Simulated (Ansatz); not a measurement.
**C₂H₈N₂Si: basis-set convergence**

An exercise on one series of results from a longer session: the logs are not shown, and one member is left open.

Computed with Ansatz 0.2.0, Gaussian basis. Level: one geometry, several basis sets.

The runs, in order: PBE0-D4/def2-SVP; ωB97M-V/def2-SVP; PBE0-D4/def2-QZVPP; ωB97M-V/def2-QZVPP; the functionals' def2-TZVPP values are taken from earlier runs.

**Structure used throughout**

The geometry comes from an earlier relaxation with PBE0-D4 in a triple-zeta def2 set; it is a stationary point, not always the lowest conformer.

SMILES `N=C([SiH3])CN`, 13 atoms, charge 0, spin multiplicity 1.

Atoms are counted from 1 here; the program's logs count them from 0.

Bond lengths: N1–C2 1.268 Å, N1–H6 1.030 Å, C2–Si3 1.893 Å, C2–C4 1.519 Å, Si3–H7 1.490 Å, Si3–H8 1.490 Å, Si3–H9 1.480 Å, C4–N5 1.446 Å, C4–H10 1.101 Å, C4–H11 1.096 Å, N5–H12 1.011 Å, N5–H13 1.009 Å. Angles: C2–N1–H6 108.5°, N1–C2–Si3 117.6°, N1–C2–C4 123.4°, Si3–C2–C4 118.9°, C2–Si3–H7 109.3°, C2–Si3–H8 109.6°, C2–Si3–H9 110.0°, H7–Si3–H8 107.2°, H7–Si3–H9 110.3°, H8–Si3–H9 110.4°, C2–C4–N5 111.9°, C2–C4–H10 108.4°, C2–C4–H11 107.3°, N5–C4–H10 114.2°, N5–C4–H11 109.1°, H10–C4–H11 105.5°, C4–N5–H12 111.7°, C4–N5–H13 111.9° and more.

The first run:

File in.yaml:

```yaml
crystal:
  periodic: [false, false, false]
  atoms:
    - {symbol: N, position_ang: [-1.423158, 0.009900, 1.004689]}
    - {symbol: C, position_ang: [-0.335537, -0.252982, 0.407730]}
    - {symbol: Si, position_ang: [0.706624, -1.686367, 1.073726]}
    - {symbol: C, position_ang: [0.167766, 0.524511, -0.795825]}
    - {symbol: N, position_ang: [-0.636808, 1.697805, -1.056448]}
    - {symbol: H, position_ang: [-1.873448, 0.804646, 0.529676]}
    - {symbol: H, position_ang: [1.968201, -1.149740, 1.656020]}
    - {symbol: H, position_ang: [1.088809, -2.589575, -0.048275]}
    - {symbol: H, position_ang: [-0.056071, -2.433073, 2.098680]}
    - {symbol: H, position_ang: [1.238683, 0.734882, -0.650097]}
    - {symbol: H, position_ang: [0.116425, -0.145955, -1.661203]}
    - {symbol: H, position_ang: [-0.325960, 2.491633, -0.513005]}
    - {symbol: H, position_ang: [-0.615226, 1.959517, -2.030770]}
basis:
  gaussian: {orbitals: def2-SVP}
hamiltonian: {xc: pbe0, dispersion: d4}
output: {orbitals: {seedname: orbitals}}
```

Command:

```sh
$ ansatz run in.yaml --threads 4 --pin off --events-out ev --progress --plain --max-ram 10444MiB
```

Steps of the session up to this table: PBE0-D4 in def2-SVP; ωB97M-V in def2-SVP; PBE0-D4 in def2-QZVPP; ωB97M-V in def2-QZVPP.

One table of the session follows, with a row left open; its other results are not shown here.

It belongs to the step «Functionals by basis». 

```
functional       basis  HOMO (eV)  LUMO (eV)
   PBE0-D4    def2-SVP      -6.91      -0.15
   PBE0-D4  def2-TZVPP      -7.13      -0.41
   PBE0-D4  def2-QZVPP      -7.17      -0.48
   ωB97M-V    def2-SVP          ?          ?
   ωB97M-V  def2-TZVPP      -9.47       1.77
   ωB97M-V  def2-QZVPP      -9.51       1.41
```

**Question.** Estimate the row for ωB97M-V, def2-SVP.

**Answer.** HOMO (eV): -9.22; LUMO (eV): 2.12. In the column «HOMO (eV)» it lies between ωB97M-V, def2-TZVPP (-9.47) and PBE0-D4, def2-QZVPP (-7.17).
